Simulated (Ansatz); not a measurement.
# LaBi: the cost of one run

Method: DFT PBEsol, scalar-relativistic, plane waves, PAW, in Ansatz 0.2.0.

The COD entry's cell or inner coordinates are ideal or old and differ from later refinements, so a difference from it is no clean test against experiment.

1 further run of the same task is left out (set aside as unsound or not needed).

### Step 1. Starting point

The structure is cubic, space group Fm-3m (No. 225). The conventional cell has a = 6.557 Å, b = 6.557 Å, c = 6.557 Å, α = 90.00°, β = 90.00°, γ = 90.00°. La (site symmetry m-3m) has 6 Bi at 3.28 Å as nearest neighbours. Bi (site symmetry m-3m) is surrounded by 6 La at 3.28 Å.

Coordinates:

```
La Bi
1.0
     0.00000    3.27843    3.27843
     3.27843    0.00000    3.27843
     3.27843    3.27843    0.00000
La Bi
1 1
Direct
  0.00000 0.00000 0.00000
  0.50000 0.50000 0.50000
```

This cell was relaxed beforehand with the same method: volume 35.24 Å³/atom, gap on the mesh none (metal).

### Step 2. A stricter relaxation, with the smearing for a metal

The response runs start from a cell at rest, found with their own mesh and filling of the bands.

Contents of input.yaml:

```yaml
crystal:
  lattice:
    - [0.0, 3.2784274024, 3.2784274024]
    - [3.2784274024, 0.0, 3.2784274024]
    - [3.2784274024, 3.2784274024, 0.0]
  atoms:
    - { symbol: La, position: [0.0, 0.0, 0.0] }
    - { symbol: Bi, position: [0.5, 0.5, 0.5] }
basis:
  ecutwfc: 420
kpoints:
  mp_grid: { grid: [12, 12, 12] }
hamiltonian:
  xc: pbesol
scf:
  occupations: { method: fermi_dirac, width: 0.15 }
output:
  forces: true
  stress: true
  eigenvalues: true
  write_density: true
  write_potential: true
  elf: true
  volumetric_format: npy
relax:
  adjacent_minimum: "off"
  f_tol: 0.001
  max_steps: 60
  cell: { stress_tol: 0.01 }
```

Run with:

```console
$ ansatz run input.yaml --threads 1 --pin off --max-ram 2560MiB --backend cpu --events-out ev --progress --plain --runs-dir out
```

What time and memory should one allow on 1 thread of Intel Xeon Platinum 8259CL at 2.50GHz (Skylake/Cascade Lake), shared host?

About 24 s, with a peak of 0.48 GiB.
